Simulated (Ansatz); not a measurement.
This script for the Python package of Ansatz (0.2.0) starts 3 runs on La₂Mg, space group Cmcm. What input does the engine get in each?

The script, `terms.py`:
```python
"""Taking single terms out of the free energy of La2Mg."""

import logging
import sys
import warnings

import ansatz as az

logging.basicConfig(stream=sys.stdout, format="%(name)s: %(message)s")
logger = logging.getLogger("ansatz_job")
logger.setLevel(logging.INFO)

warnings.simplefilter("ignore", az.DeckWarning)

crystal = (
    az.Lattice.of((5.405086, -3.146568, 0.0), (5.405086, 3.146568, 0.0), (0.0, 0.0, 5.605512))
    .atom("La", (0.696454, 0.000946, 0.75))
    .atom("La", (0.999054, 0.303546, 0.75))
    .atom("La", (0.000946, 0.696454, 0.25))
    .atom("La", (0.303546, 0.999054, 0.25))
    .atom("Mg", (0.353776, 0.646224, 0.75))
    .atom("Mg", (0.646224, 0.353776, 0.25))
)

calculation = (
    crystal.calculation()
    .occupations("cold", width=0.05)
    .kpoints(5)
)
with_term = calculation.functional("pbesol", dispersion="d4").basis(380).cutoff_correction(630).run(threads=1, pin="off").report
without = calculation.functional("pbesol").basis(380).run(threads=1, pin="off").report
finer = calculation.functional("pbesol").basis(630).run(threads=1, pin="off").report
removed = az.free_energy_without(with_term, az.EnergyTerm.DISPERSION)
logger.info(f"dispersion term            {with_term['components']['e_disp']:.5f} eV")
logger.info(f"F less dispersion          {removed:.5f} eV, run without it {without['free_energy_ev']:.5f} eV")
logger.info(f"F less smearing term       {az.free_energy_without(without, az.EnergyTerm.SMEARING):.5f} eV")
logger.info(f"estimated gain to 630 eV   {with_term['cutoff_correction']['energy_ev']:.5f} eV, found {finer['free_energy_ev'] - without['free_energy_ev']:.5f} eV")
```

Run 1:
```yaml
crystal:
  lattice:
    - [5.405086, -3.146568, 0.0]
    - [5.405086, 3.146568, 0.0]
    - [0.0, 0.0, 5.605512]
  atoms:
    - { symbol: La, position: [0.696454, 0.000946, 0.75] }
    - { symbol: La, position: [0.999054, 0.303546, 0.75] }
    - { symbol: La, position: [0.000946, 0.696454, 0.25] }
    - { symbol: La, position: [0.303546, 0.999054, 0.25] }
    - { symbol: Mg, position: [0.353776, 0.646224, 0.75] }
    - { symbol: Mg, position: [0.646224, 0.353776, 0.25] }
basis:
  ecutwfc: 380.0
kpoints:
  mp_grid:
    grid: [5, 5, 5]
hamiltonian:
  xc: pbesol
  dispersion: d4
scf:
  occupations:
    method: cold
    width: 0.05
output:
  cutoff_correction: 630.0
```

Run 2, against run 1:
```diff
-  dispersion: d4
-output:
-  cutoff_correction: 630.0
```

Run 3, against run 1:
```diff
-  ecutwfc: 380.0
+  ecutwfc: 630.0
-  dispersion: d4
-output:
-  cutoff_correction: 630.0
```

`python terms.py` gives:
```text
RunWarning: dispersion: an atom stands within reach of a switch of its C6 between two reference coordination numbers of its element: through that C6 alone, e_disp changes by 0.025 eV or more while [...]
ansatz_job: dispersion term            -0.77463 eV
ansatz_job: F less dispersion          -28469.26296 eV, run without it -28469.26296 eV
ansatz_job: F less smearing term       -28469.26372 eV
ansatz_job: estimated gain to 630 eV   -0.00329 eV, found -0.00338 eV
```
(Warnings from the package without file and line, shortened.)

Caveats:
- Absolute energies stand on the zero of these potentials, so only differences at equal settings mean something. A total without «per atom» is that of the whole cell that was run.
- The cutoff lies under the one recommended for these potentials in some of the runs.
- Dispersion corrections can be off by several per cent in the lattices of metals, and by several GPa in the pressure at a fixed cell.
- For a metal this k-point mesh is coarse: on a finer one energies can move by several to tens of meV an atom and pressures by half a GPa or more, differences at one mesh by less.
- The structure comes from a database of computed cells and needn't be a stable or known phase.
- The script silences the warnings on its input, which a real study should read.
- Run time: 68 s on 1 thread of Arm Neoverse N1 (shared host), peak memory 0.7 GiB.
